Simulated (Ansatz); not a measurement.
# GeHF3 (SMILES [F][GeH]([F])[F]): B3LYP/aug-cc-pVDZ

What is the electronic atomisation energy of GeHF3 at B3LYP/aug-cc-pVDZ? 

The calculation is run with Ansatz 0.2.0.

48 further runs of the same task are left out: 48 set aside as unsound or not needed. Runs told in other sessions of the task aren't counted.

## Step 1: Starting point

The species is GeHF3 (5 atoms), meant as a singlet with charge 0. SMILES: `[F][GeH]([F])[F]`. Geometry: relaxed at PBE0-D4/def2-TZVP.

Bond lengths: F1–Ge2 1.707 Å, Ge2–F3 1.707 Å, Ge2–F4 1.707 Å, Ge2–H5 1.516 Å. Angles: F1–Ge2–F3 106.4°, F1–Ge2–F4 106.4°, F3–Ge2–F4 106.4°, F1–Ge2–H5 112.4°, F3–Ge2–H5 112.4°, F4–Ge2–H5 112.4°.

## Step 2: The energy at B3LYP/aug-cc-pVDZ

File in.yaml:

```yaml
crystal:
  periodic: [false, false, false]
  atoms:
    - symbol: F
      position_ang: [-0.249800, -0.734100, 1.483000]
    - symbol: Ge
      position_ang: [0.095600, -0.008700, -0.023300]
    - symbol: F
      position_ang: [-0.673100, 1.515700, -0.011300]
    - symbol: F
      position_ang: [-0.708100, -0.944000, -1.204000]
    - symbol: H
      position_ang: [1.585200, 0.097300, -0.285700]
basis:
  gaussian:
    orbitals: aug-cc-pVDZ
hamiltonian:
  xc: {name: B3LYP}
accuracy: high
output: {orbitals: {seedname: orbitals}}
```

On the command line:

```sh
$ ansatz run in.yaml --threads 1 --pin off --max-ram 3480MiB --events-out events.jsonl --progress --plain --runs-dir runs
```

Log:

```text
Warning: RAYON_NUM_THREADS=1 ignored (pool sized by the plan → 1); use --threads N
Functional definition: B3LYP
  name "B3LYP"
  parameter a0 = 0.2
  parameter ax = 0.72
  parameter ac = 0.81
  exchange = (1 - a0 - ax)*slater_x + ax*b88_x + a0*exact_x
  correlation = (1 - ac)*vwn_rpa_c + ac*lyp_c
2323 factors; integrals over basis functions are off by at most 4.5e-9 eV
mean field evaluation 1: about -64684.3801 eV, gradient 5.8e1 eV
mean field evaluation 2: about -64672.6999 eV, gradient 1.1e2 eV
mean field evaluation 4: about -64689.3913 eV, gradient 7.6e-1 eV
mean field evaluation 8: about -64689.4549 eV, gradient 3.2e-2 eV
mean field evaluation 16: about -64689.4549 eV, gradient 7.1e-6 eV
mean field -64689.45488671 eV, -2377.2936189994 hartree, gradient 1.1e-8 eV, S^2 0.000000; 0 other end points of the search recorded, 0 dependent functions left out
reference -64689.45493095 eV, -2377.2936206249 hartree; 30, 30 occupied and 84, 84 virtual orbitals, 2323 factors
Total energy: -64689.45493095 eV, -2377.2936206249 hartree
```

Run time: 14 s. Hardware: 1 thread of Arm Neoverse V1, shared host; peak memory 0.44 GiB.

## Step 3: The F atom

File molecule.yaml:

```yaml
crystal:
  periodic: [false, false, false]
  atoms:
    - {symbol: F, position_ang: [0.000000, 0.000000, 0.000000]}
basis:
  gaussian:
    orbitals: aug-cc-pVDZ
magnetization:
  spin_polarized: true
  initial_magnetization: 1
hamiltonian:
  xc: {name: B3LYP}
accuracy: high
```

Run the same way, it converges to -99.73950 Eh (log not shown).

## Step 4: The Ge atom at the same level

File input.yaml:

```yaml
basis:
  gaussian: {orbitals: aug-cc-pVDZ}
crystal:
  periodic: [false, false, false]
  atoms:
    - {symbol: Ge, position_ang: [0.000000, 0.000000, 0.000000]}
hamiltonian: {xc: {name: B3LYP}}
accuracy: high
magnetization: {spin_polarized: true, initial_magnetization: 2}
```

On the command line:

```sh
$ ansatz run input.yaml --threads 1 --pin off --max-ram 3480MiB --events-out events.jsonl --progress --plain --runs-dir runs
```

Log, shortened:

```text
Warning: RAYON_NUM_THREADS=1 ignored (pool sized by the plan → 1); use --threads N
[... 7 set-up lines as earlier in the session ...]
352 factors; integrals over basis functions are off by at most 4.5e-9 eV
mean field evaluation 1: about -56516.3095 eV, gradient 2.3e0 eV
mean field evaluation 2: about -56516.3667 eV, gradient 5.8e-1 eV
mean field evaluation 4: about -56516.3686 eV, gradient 5.8e-1 eV
mean field evaluation 8: about -56516.3719 eV, gradient 5.3e-4 eV
mean field evaluation 16: about -56516.2944 eV, gradient 2.5e0 eV
mean field evaluation 32: about -56516.3719 eV, gradient 8.1e-8 eV
mean field -56516.37189475 eV, -2076.9383589594 hartree, gradient 8.1e-8 eV, S^2 2.002165; 1 other end points of the search recorded, 0 dependent functions left out
reference -56516.37191945 eV, -2076.9383598669 hartree; 17, 15 occupied and 19, 21 virtual orbitals, 352 factors
Total energy: -56516.37191945 eV, -2076.9383598669 hartree
```

Wall time 3.3 s (1 thread of Arm Neoverse V1, shared host); peak memory 0.11 GiB.

## Step 5: The H atom, same level

File run.yaml:

```yaml
crystal:
  periodic: [false, false, false]
  atoms:
    - {symbol: H, position_ang: [0.000000, 0.000000, 0.000000]}
basis:
  gaussian:
    orbitals: aug-cc-pVDZ
magnetization:
  spin_polarized: true
  initial_magnetization: 1
hamiltonian:
  xc: {name: B3LYP}
accuracy: high
```

Run the same way, it converges to -0.50166 Eh (log not shown).

## Step 6: Summary of results

Level: B3LYP/aug-cc-pVDZ.

```
                     quantity           value
       molecule: total energy  -2377.29362 Eh
        molecule: HOMO energy       -11.18 eV
        molecule: LUMO energy        -1.26 eV
      molecule: HOMO–LUMO gap         9.92 eV
         F atom: total energy    -99.73950 Eh
                 F atom: ⟨S²⟩           0.752
        Ge atom: total energy  -2076.93836 Eh
                Ge atom: ⟨S²⟩           2.002
         H atom: total energy     -0.50166 Eh
                 H atom: ⟨S²⟩           0.750
electronic atomisation energy       17.282 eV
```

What this shows: Taking the molecule apart into free atoms costs 17.28 eV (399 kcal/mol), before zero-point energy and without spin-orbit coupling.
